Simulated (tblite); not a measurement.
# C5H13OPSi2: the cost of one run

Programs: tblite 0.8.0 and PySCF 2.14.0, with density-fitted response routines of our own. Each step states its level of theory. These are calculated values for one molecule in the gas phase, unless marked as measured. Atoms are numbered from 0 throughout.

## Step 1: The molecule as given

22 atoms, charge 0, multiplicity 1; geometry from: force field or distance geometry start.

Bonds of the start (Å): C0–C1 1.22, C1–C2 1.45, C2–C3 1.53, C3–Si4 1.87, Si4–Si5 2.35, Si4–P6 2.23, Si4–O7 1.68, O7–C8 1.41, C0–H9 1.06, C2–H10 1.10, C2–H11 1.10, C3–H12 1.11, C3–H13 1.10, Si5–H14 1.49, Si5–H15 1.48, Si5–H16 1.49, P6–H17 1.42, P6–H18 1.41, C8–H19 1.10, C8–H20 1.09, C8–H21 1.10.

## Step 2: Geometry optimisation with GFN2-xTB

The job: settings as JSON, then the geometry in Å.

```
{"job": {"kind": "relax", "xc": "GFN2-xTB", "basis": "xTB"}, "charge": 0, "multiplicity": 1}
C      4.123500    -1.016100     0.988900
C      3.075400    -0.726300     0.440100
C      1.823300    -0.388300    -0.211100
C      0.657800    -0.362000     0.782400
Si    -1.018100     0.091200     0.095000
Si    -1.707100    -1.597400    -1.379900
P     -2.474500     0.202100     1.781000
O     -1.023500     1.572900    -0.686900
C     -0.528000     2.721800    -0.033100
H      5.029300    -1.265100     1.473100
H      1.912900     0.593800    -0.697400
H      1.617000    -1.113100    -1.012000
H      0.575200    -1.353200     1.279300
H      0.901600     0.336200     1.594000
H     -3.064600    -1.302500    -1.908700
H     -0.737400    -1.715900    -2.489100
H     -1.738400    -2.887400    -0.640400
H     -2.568600    -1.195800     2.035400
H     -3.652800     0.268000     1.008500
H     -1.126000     2.974300     0.855200
H      0.517000     2.613900     0.246900
H     -0.604500     3.568200    -0.730300
```

On the command line:

```sh
> OMP_NUM_THREADS=1 python probes_run.py task.json out
```

The driver reads the jobs from task.json and runs them one after another.

**Question.** How long does this first job take on 1 thread of Intel Xeon at 2.50GHz, shared host, and how much memory does it need?

About 4.8 s, with a peak of 0.18 GiB.
